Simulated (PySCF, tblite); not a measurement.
# C₉H₆F₂O: geometry, infrared bands and NMR shifts

Aim: predict the infrared bands and NMR shifts of C₉H₆F₂O (`C=Cc1ccc(F)cc1C(=O)F`).

The runs use tblite 0.8.0 and PySCF 2.14.0, with density-fitted response routines of our own; the level of theory stands in each step. All values are computed, except where a source is named. Atoms are numbered from 0 throughout.

**1. The starting structure**

18 atoms, charge 0, multiplicity 1; geometry from: force field or distance geometry start.

Bonds of the start (Å): C0–C1 1.34, C1–C2 1.48, C2–C3 1.39, C3–C4 1.40, C4–C5 1.39, C5–F6 1.34, C5–C7 1.38, C7–C8 1.41, C8–C9 1.49, C9–O10 1.22, C9–F11 1.34, C8–C2 1.41, C0–H12 1.09, C0–H13 1.08, C1–H14 1.08, C3–H15 1.10, C4–H16 1.08, C7–H17 1.08.

**2. Relaxing the molecule with GFN2-xTB**

The job: settings as JSON, then the geometry in Å.

```
{"job": {"kind": "relax", "xc": "GFN2-xTB", "basis": "xTB"}, "charge": 0, "multiplicity": 1}
C     -2.669800    -0.930800     0.246900
C     -1.721800    -0.519600    -0.601900
C     -0.318700    -0.308600    -0.165700
C      0.363000    -1.375300     0.408300
C      1.692100    -1.249800     0.827700
C      2.338500    -0.037500     0.633600
F      3.619500     0.095100     1.018700
C      1.698100     1.046800     0.059700
C      0.359100     0.911100    -0.351500
C     -0.284700     2.108400    -0.951100
O      0.300600     3.166000    -1.132500
F     -1.564200     2.051900    -1.341500
H     -3.700400    -1.065700    -0.097600
H     -2.487200    -1.117900     1.297900
H     -1.956000    -0.319000    -1.633900
H     -0.133300    -2.342200     0.568900
H      2.224500    -2.077600     1.275700
H      2.232100     1.970800    -0.073500
```

Started as:

```
$ OMP_NUM_THREADS=1 python probes_run.py task.json out
```

One launch serves the whole session: the jobs run in the order shown.

**Question.** This job is followed by: GFN2-xTB harmonic vibrations, gas phase; GIAO PBE0/pcSseg-1 NMR shielding, non-relativistic, gas phase. What will the session give for the following? strongest single infrared mode (GFN2-xTB); zero-point energy (GFN2-xTB); ¹³C shifts against TMS (PBE0/pcSseg-1); ¹H shifts against TMS (PBE0/pcSseg-1); ¹⁹F shifts against CFCl3 (PBE0/pcSseg-1); ¹⁷O shifts against H2O (PBE0/pcSseg-1).

As calculated:

| quantity | value |
| --- | --- |
| strongest single infrared mode (GFN2-xTB) | 1818 cm⁻¹, 572 km/mol |
| zero-point energy (GFN2-xTB) | 77.0 kcal/mol |
| ¹³C shifts against TMS (PBE0/pcSseg-1) | 171.9, 167.2, 146.4, 145.0, 136.5, 129.4, 128.8, 128.1, 125.8 ppm |
| ¹H shifts against TMS (PBE0/pcSseg-1) | 8.18, 7.80, 7.60, 7.57, 5.92, 5.77 ppm |
| ¹⁹F shifts against CFCl3 (PBE0/pcSseg-1) | 44.8, -116.3 ppm |
| ¹⁷O shifts against H2O (PBE0/pcSseg-1) | 444.6 ppm |

What this shows: Over 79 steps the energy fell by 0.161 eV; of the close pairs, C9–O10 changed most, 1.222 to 1.185 Å. All 48 modes are real, so the xTB geometry is a minimum. The strongest single mode, at 1818 cm⁻¹, moves mainly C9 and O10. Unscaled tight-binding wavenumbers are off by several per cent, some by more. Its intensities can rank the bands wrongly. At PBE0/pcSseg-1: The widest tensor belongs to O10: span 611 ppm, with a paramagnetic part of -510 ppm. NICS(1)zz of -25 ppm above the planar ring from C2 marks a diatropic (aromatic) ring current.
